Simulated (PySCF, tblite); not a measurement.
# C₄H₁₃NSi₂: a rotation path, then NMR shifts on frames, part 2 of 2

tblite 0.8.0 and PySCF 2.14.0. Atoms count from 0. The steps go on from the part before.

## (5) Shielding tensors: image 4, PBE0/pcSseg-1

Job settings and geometry (Å):

```
{"job": {"kind": "nmr", "xc": "PBE0", "basis": "pcSseg-1", "pop": false}, "charge": 0, "multiplicity": 1}
Si     2.961900    -0.414900     0.090100
C      1.232000    -0.732200    -0.625700
C      0.099000     0.037500     0.072500
C     -0.949200    -0.903600     0.672400
N     -2.087000    -0.083400     1.030900
Si    -2.309800     1.287700     0.023800
C     -0.646000     1.006000    -0.849200
H      2.921000    -0.546800     1.547800
H      3.418300     0.929300    -0.268000
H      3.892700    -1.405900    -0.457100
H      1.233400    -0.488100    -1.690100
H      1.022500    -1.802800    -0.569200
H      0.496200     0.627100     0.906300
H     -1.225900    -1.675800    -0.060600
H     -0.552600    -1.410900     1.559300
H     -2.814000    -0.570200     1.527700
H     -2.402400     2.491100     0.853600
H     -3.428400     1.221000    -0.927100
H     -0.809500     0.540200    -1.823100
H     -0.057300     1.905400    -1.017300
```

With the program's defaults for keys left out, this is: GIAO PBE0/pcSseg-1 NMR shielding, non-relativistic, gas phase.

The program printed:

```text
coarse grid: 16720 points
cycle   1  E = -793.3398589147  dE =  5.950e-01  |g| = 5.012e-01  |ddm| = 3.945e+00
cycle   2  E = -793.2956878231  dE =  4.417e-02  |g| = 6.607e-01  |ddm| = 1.161e+00
cycle   3  E = -793.4010481632  dE = -1.054e-01  |g| = 5.371e-02  |ddm| = 7.424e-01
cycle   4  E = -793.4015478697  dE = -4.997e-04  |g| = 2.599e-02  |ddm| = 7.419e-02
cycle   5  E = -793.4016968974  dE = -1.490e-04  |g| = 5.940e-03  |ddm| = 2.694e-02
cycle   6  E = -793.4017048570  dE = -7.960e-06  |g| = 1.699e-03  |ddm| = 7.885e-03
final grid: 149512 points
cycle   7  E = -793.4409186503  dE = -3.128e-05  |g| = 9.135e-03  |ddm| = 2.794e-02
cycle   8  E = -793.4409009581  dE =  1.769e-05  |g| = 1.231e-02  |ddm| = 2.133e-02
cycle   9  E = -793.4409403814  dE = -3.942e-05  |g| = 5.098e-04  |ddm| = 1.266e-02
cycle  10  E = -793.4409404284  dE = -4.704e-08  |g| = 1.926e-04  |ddm| = 6.516e-04
cycle  11  E = -793.4409404360  dE = -7.572e-09  |g| = 5.405e-05  |ddm| = 1.925e-04
cycle  12  E = -793.4409404366  dE = -5.850e-10  |g| = 1.845e-05  |ddm| = 7.341e-05
converged SCF energy = -793.4409404366

GIAO shielding tensors (ppm)
atom      isotropic    diamagn.    paramagn.     s11        s22        s33       span
  0 Si     420.235     879.294    -459.059    386.549    405.773    468.385     81.837
  1 C      172.126     250.112     -77.985    147.252    165.602    203.525     56.273
  2 C      149.056     249.103    -100.046    134.181    144.610    168.378     34.197
  3 C      127.433     247.127    -119.694     94.572    125.867    161.861     67.288
  4 N      242.923     321.815     -78.892    189.453    227.009    312.307    122.854
  5 Si     374.667     880.024    -505.357    330.056    361.383    432.563    102.506
  6 C      164.431     252.166     -87.735    135.820    163.300    194.175     58.355
  7 H       27.929      29.175      -1.246     24.232     26.743     32.811      8.579
  8 H       27.752      28.925      -1.173     24.135     26.301     32.821      8.686
  9 H       27.775      28.165      -0.390     24.177     25.240     33.910      9.733
 10 H       30.930      32.011      -1.081     25.680     31.044     36.066     10.385
 11 H       30.890      32.069      -1.178     25.280     30.770     36.621     11.341
 12 H       29.985      35.049      -5.064     25.321     29.402     35.233      9.912
 13 H       28.981      32.683      -3.702     23.619     29.078     34.247     10.628
 14 H       28.225      31.803      -3.578     23.096     28.599     32.980      9.884
 15 H       31.777      30.697       1.080     21.794     28.824     44.712     22.918
 16 H       26.795      28.829      -2.034     23.064     23.980     33.341     10.277
 17 H       26.705      28.577      -1.873     23.379     23.896     32.838      9.459
 18 H       31.081      32.530      -1.448     26.444     29.734     37.065     10.621
 19 H       30.269      31.854      -1.585     25.811     28.492     36.505     10.694
```

Wall time 83 s (1 thread, shared host).

In short: δ C3 59.5, C2 37.9, C6 22.5, C1 14.8, H17 5.01, H16 4.92 ppm.

## (6) Shielding tensors: image 6, PBE0/pcSseg-1

Job settings and geometry (Å):

```
{"job": {"kind": "nmr", "xc": "PBE0", "basis": "pcSseg-1", "pop": false}, "charge": 0, "multiplicity": 1}
Si     2.871000    -0.671000     0.246400
C      1.269200    -0.525400    -0.763800
C      0.130700     0.197200    -0.037500
C     -0.752100    -0.766500     0.757000
N     -1.939000    -0.025800     1.132700
Si    -2.397100     1.184900     0.005700
C     -0.792200     0.968700    -0.985800
H      2.589200    -1.134900     1.605300
H      3.519000     0.641700     0.308200
H      3.770300    -1.620800    -0.413500
H      1.495500     0.011400    -1.688200
H      0.922200    -1.515500    -1.068500
H      0.539400     0.919800     0.677400
H     -1.007100    -1.637500     0.134800
H     -0.233600    -1.132200     1.650100
H     -2.567900    -0.524300     1.739600
H     -2.544400     2.464100     0.703700
H     -3.579900     0.899600    -0.818600
H     -0.974800     0.378500    -1.885400
H     -0.323700     1.898500    -1.302500
```

With the program's defaults for keys left out, this is: GIAO PBE0/pcSseg-1 NMR shielding, non-relativistic, gas phase.

The program printed:

```text
coarse grid: 16720 points
cycle   1  E = -793.3421722353  dE =  5.993e-01  |g| = 5.019e-01  |ddm| = 3.943e+00
cycle   2  E = -793.2974524293  dE =  4.472e-02  |g| = 6.628e-01  |ddm| = 1.162e+00
cycle   3  E = -793.4035949880  dE = -1.061e-01  |g| = 5.345e-02  |ddm| = 7.439e-01
cycle   4  E = -793.4040893113  dE = -4.943e-04  |g| = 2.589e-02  |ddm| = 7.372e-02
cycle   5  E = -793.4042369547  dE = -1.476e-04  |g| = 5.973e-03  |ddm| = 2.710e-02
cycle   6  E = -793.4042450564  dE = -8.102e-06  |g| = 1.705e-03  |ddm| = 7.954e-03
final grid: 149512 points
cycle   7  E = -793.4430039511  dE = -3.540e-05  |g| = 9.157e-03  |ddm| = 2.970e-02
cycle   8  E = -793.4429857430  dE =  1.821e-05  |g| = 1.243e-02  |ddm| = 2.149e-02
cycle   9  E = -793.4430257655  dE = -4.002e-05  |g| = 4.578e-04  |ddm| = 1.276e-02
cycle  10  E = -793.4430258022  dE = -3.664e-08  |g| = 1.856e-04  |ddm| = 5.742e-04
cycle  11  E = -793.4430258090  dE = -6.835e-09  |g| = 5.608e-05  |ddm| = 1.928e-04
cycle  12  E = -793.4430258097  dE = -6.473e-10  |g| = 1.730e-05  |ddm| = 7.578e-05
converged SCF energy = -793.4430258097

GIAO shielding tensors (ppm)
atom      isotropic    diamagn.    paramagn.     s11        s22        s33       span
  0 Si     422.750     879.360    -456.611    397.600    401.439    469.210     71.610
  1 C      171.398     250.145     -78.747    154.839    160.586    198.770     43.931
  2 C      148.589     249.720    -101.130    132.642    148.353    164.773     32.131
  3 C      128.639     247.364    -118.725     99.893    128.559    157.464     57.572
  4 N      243.144     321.800     -78.656    189.820    227.464    312.148    122.329
  5 Si     375.904     880.071    -504.166    334.021    361.367    432.326     98.304
  6 C      163.842     252.096     -88.254    136.603    160.730    194.193     57.590
  7 H       27.938      29.222      -1.284     23.904     27.318     32.594      8.690
  8 H       27.822      28.948      -1.125     24.259     26.079     33.130      8.871
  9 H       27.820      28.185      -0.364     24.230     25.309     33.922      9.692
 10 H       30.665      31.802      -1.136     24.952     30.863     36.181     11.229
 11 H       30.998      32.155      -1.158     26.299     30.453     36.241      9.943
 12 H       29.910      34.967      -5.058     25.298     29.386     35.045      9.748
 13 H       29.110      32.840      -3.729     23.657     29.332     34.342     10.685
 14 H       28.093      32.113      -4.020     22.560     28.822     32.897     10.337
 15 H       31.779      30.929       0.850     21.793     28.845     44.699     22.905
 16 H       26.790      28.801      -2.011     23.008     24.018     33.344     10.337
 17 H       26.723      28.543      -1.820     23.404     23.907     32.859      9.455
 18 H       30.975      32.409      -1.434     26.393     29.756     36.777     10.384
 19 H       30.439      31.631      -1.192     26.104     28.251     36.963     10.859
```

It took 86 s on 1 thread, shared host.

In short: δ C3 58.3, C2 38.3, C6 23.1, C1 15.5, H17 4.99, H16 4.93 ppm.

## (7) Shielding tensors: image 8, PBE0/pcSseg-1

Job settings and geometry (Å):

```
{"job": {"kind": "nmr", "xc": "PBE0", "basis": "pcSseg-1", "pop": false}, "charge": 0, "multiplicity": 1}
Si     2.719100    -0.921100     0.313200
C      1.315300    -0.357800    -0.837600
C      0.158000     0.342100    -0.131500
C     -0.563800    -0.569400     0.861100
N     -1.801400     0.095400     1.210900
Si    -2.440400     1.106800    -0.017600
C     -0.902400     0.866100    -1.104700
H      2.302200    -2.060200     1.135400
H      3.121000     0.185900     1.184000
H      3.859500    -1.329100    -0.510700
H      1.724400     0.327100    -1.584700
H      0.925600    -1.216000    -1.391800
H      0.545800     1.197500     0.432600
H     -0.746500    -1.551900     0.400100
H      0.043300    -0.727600     1.758800
H     -2.328000    -0.348800     1.943400
H     -2.627000     2.465700     0.498300
H     -3.662900     0.626700    -0.674500
H     -1.093700     0.116700    -1.874800
H     -0.553300     1.762400    -1.613000
```

Method: GIAO PBE0/pcSseg-1 NMR shielding, non-relativistic, gas phase.

The program printed:

```text
coarse grid: 16720 points
cycle   1  E = -793.3440862231  dE =  6.060e-01  |g| = 5.022e-01  |ddm| = 3.946e+00
cycle   2  E = -793.2991801982  dE =  4.491e-02  |g| = 6.634e-01  |ddm| = 1.165e+00
cycle   3  E = -793.4056237933  dE = -1.064e-01  |g| = 5.248e-02  |ddm| = 7.476e-01
cycle   4  E = -793.4061004960  dE = -4.767e-04  |g| = 2.550e-02  |ddm| = 7.351e-02
cycle   5  E = -793.4062433248  dE = -1.428e-04  |g| = 5.989e-03  |ddm| = 2.717e-02
cycle   6  E = -793.4062514912  dE = -8.166e-06  |g| = 1.685e-03  |ddm| = 7.951e-03
final grid: 149512 points
cycle   7  E = -793.4455869076  dE = -3.497e-05  |g| = 9.220e-03  |ddm| = 2.891e-02
cycle   8  E = -793.4455688693  dE =  1.804e-05  |g| = 1.243e-02  |ddm| = 2.152e-02
cycle   9  E = -793.4456090609  dE = -4.019e-05  |g| = 4.855e-04  |ddm| = 1.282e-02
cycle  10  E = -793.4456091038  dE = -4.296e-08  |g| = 1.877e-04  |ddm| = 6.425e-04
cycle  11  E = -793.4456091109  dE = -7.064e-09  |g| = 5.554e-05  |ddm| = 1.865e-04
cycle  12  E = -793.4456091115  dE = -6.307e-10  |g| = 1.781e-05  |ddm| = 7.447e-05
converged SCF energy = -793.4456091115

GIAO shielding tensors (ppm)
atom      isotropic    diamagn.    paramagn.     s11        s22        s33       span
  0 Si     423.370     879.395    -456.026    393.118    408.452    468.539     75.422
  1 C      168.998     250.254     -81.256    152.748    161.777    192.470     39.721
  2 C      146.430     250.303    -103.873    132.254    145.745    161.290     29.035
  3 C      129.876     247.834    -117.957    107.154    126.851    155.624     48.469
  4 N      244.229     322.052     -77.823    191.780    227.545    313.362    121.582
  5 Si     375.924     880.099    -504.175    334.476    361.575    431.720     97.244
  6 C      163.561     251.971     -88.410    140.497    155.303    194.881     54.384
  7 H       27.908      29.109      -1.201     23.933     27.048     32.745      8.812
  8 H       27.921      29.157      -1.236     24.564     26.278     32.920      8.356
  9 H       27.844      28.210      -0.366     24.240     25.362     33.930      9.689
 10 H       30.476      31.468      -0.992     24.860     29.944     36.624     11.764
 11 H       31.131      32.097      -0.966     26.967     30.394     36.032      9.066
 12 H       29.784      34.731      -4.946     25.653     28.970     34.731      9.078
 13 H       29.077      33.074      -3.996     23.579     29.435     34.218     10.639
 14 H       28.245      32.496      -4.251     22.131     29.245     33.359     11.228
 15 H       31.790      31.190       0.600     21.702     28.944     44.726     23.024
 16 H       26.758      28.811      -2.053     22.972     23.986     33.317     10.345
 17 H       26.724      28.532      -1.808     23.313     23.962     32.897      9.584
 18 H       31.018      32.282      -1.264     26.484     29.785     36.784     10.300
 19 H       30.501      31.410      -0.910     26.343     27.972     37.186     10.843
```

It took 86 s on 1 thread, shared host.

This run: δ C3 57.0, C2 40.5, C6 23.4, C1 17.9, H17 4.99, H16 4.96 ppm.

## (8) Comparing the runs: NMR shifts

Shifts (ppm) of some atoms, chosen among heavy atoms and hydrogens apart, with basis size and wall time:

```
  frame    C3    C6    C1   H11   H10    Si5    Si0  functions     time
image 0  60.6  18.6  16.8  1.11  0.49  -24.7  -73.4        198  1.8 min
image 2  59.9  20.0  17.0  0.93  0.54  -24.0  -70.0        198     81 s
image 4  59.5  22.5  14.8  0.83  0.79  -25.5  -71.1        198     83 s
image 6  58.3  23.1  15.5  0.72  1.05  -26.7  -73.6        198     86 s
image 8  57.0  23.4  17.9  0.59  1.24  -26.8  -74.2        198     86 s
```

## (9) Summary of results

This closing draws on all 2 parts.

| quantity | value |
| --- | --- |
| barrier | 0.127 eV (2.9 kcal/mol) at image 4 |
| end to end (GFN2-xTB) | 0.010 eV |
| 13C shifts against TMS (PBE0/pcSseg-1, image 0) | 60.6, 40.3, 18.6, 16.8 ppm |
| 1H shifts against TMS (PBE0/pcSseg-1, image 0) | 5.01, 4.96, 4.01, 3.91, 3.81, 3.47, 2.78, 1.92, 1.14, 1.11, 0.49, 0.43, -0.09 ppm |
| 29Si shifts against TMS (PBE0/pcSseg-1, image 0) | -24.7, -73.4 ppm |
| 15N shifts against NH3 (PBE0/pcSseg-1, image 0) | 23.7 ppm |
| surface potential, 1st and 99th percentile | -0.95 V and 1.29 V |
| range of the shift of C6 | 18.6 to 23.4 ppm |

**Reading.** Along the band the dihedral turns by 116°, and the top (dihedral -120°) lies 2.9 kcal/mol above the start (GFN2-xTB, rough), so at room temperature this motion is fast. Ends this close can change order at a higher level. The top was not checked by a frequency run. Shifts at one fixed geometry are not the observed spectrum, which averages over the motion. In the first frame run (image 0): Shielding is most anisotropic at N4 (span 124 ppm, paramagnetic term -78 ppm). Across the 5 runs the shift of C6 moves most, between 18.6 (image 0) and 23.4 ppm (image 8).
